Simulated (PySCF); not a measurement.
**A diatomic session: RbBi−**

One job finds the state of RbBi−, follows it along the bond with each method and fits the curves.

Computed with PySCF 2.14.0. Level: Rb def2-SVPD with ECP28, Bi def2-SVPD with ECP60, scalar-relativistic core potentials.

3 further runs of the same task are left out: 3 set aside as unsound or not needed.

## Step 1: Set-up

A driver script around PySCF takes these settings:

```
atoms                         : Rb, Bi
charge                        : -1
basis                         : Rb def2-SVPD with ECP28, Bi def2-SVPD with ECP60
Hamiltonian                   : scalar-relativistic core potentials
basis functions               : 59
electrons treated             : 33
masses in u                   : 84.9118, 208.9804
levels                        : PBE0, PBE, r²SCAN, r²SCAN0, revPBE, MN15, CAM-B3LYP
grid                          : 80 radial by 434 angular points
occupations                   : held fixed by the projection of orbital angular momentum
dissociation limit            : Rb + Bi−, each in its ground configuration
starting distance in angstrom : 3.620
values of 2S to try           : 1, 3
```

The run is started by

```
$ OMP_NUM_THREADS=1 python dia.py task.json out
```

Further steps of the session: First curve: PBE0; Excited determinants; PBE; r²SCAN (meta-GGA); r²SCAN0 (hybrid meta-GGA); revPBE (GGA); MN15 (hybrid meta-GGA); CAM-B3LYP.

What does the calculation give? Wanted: for each run, Re; ωe; De; μ.

The runs gave:

Lowest PBE0 solution found, without spin–orbit coupling: ⁴Σ⁻ (quartet), unpaired electrons σ ↑, π ↑↑. State 2 has its PBE0 minimum 0.32 eV higher, as a spin-mixed determinant (⟨S²⟩ = 1.76), so this is no gap between pure states. The other levels ran on the lowest alone.

```tsv
level	Re (Å)	ωe (cm⁻¹)	De (eV)	μ (D)
PBE	3.791	66.8	1.39	7.91
revPBE	3.849	62.8	1.35	8.39
r²SCAN	3.803	67.6	1.30	7.55
PBE0	3.760	70.9	1.31	7.72
r²SCAN0	3.778	70.0	1.26	7.18
MN15	3.811	63.1	1.38	5.49
CAM-B3LYP	3.764	71.6	1.21	6.89
```

De is counted to Rb + Bi− in their ground configurations. A positive dipole points from Rb to Bi; in an ion it is taken about the centre of mass and does not tell which atom is negative.

What this shows: Bond lengths run from 3.760 Å (PBE0) to 3.849 Å (revPBE). Of the levels with a De here, CAM-B3LYP gives the least (1.21 eV) and PBE the most (1.39 eV).

Spin–orbit coupling is left out, which matters for elements this heavy, above all for dissociation energies. At some levels the lowest empty orbital lies below the highest filled one (the two can be of opposite spin). With some functionals the highest level of the anion is positive, from self-interaction error or because the anion is truly unbound there; the finite basis then holds the extra electron, and no neutral molecule was run to test the binding. With spin–orbit coupling the term label itself may not hold.
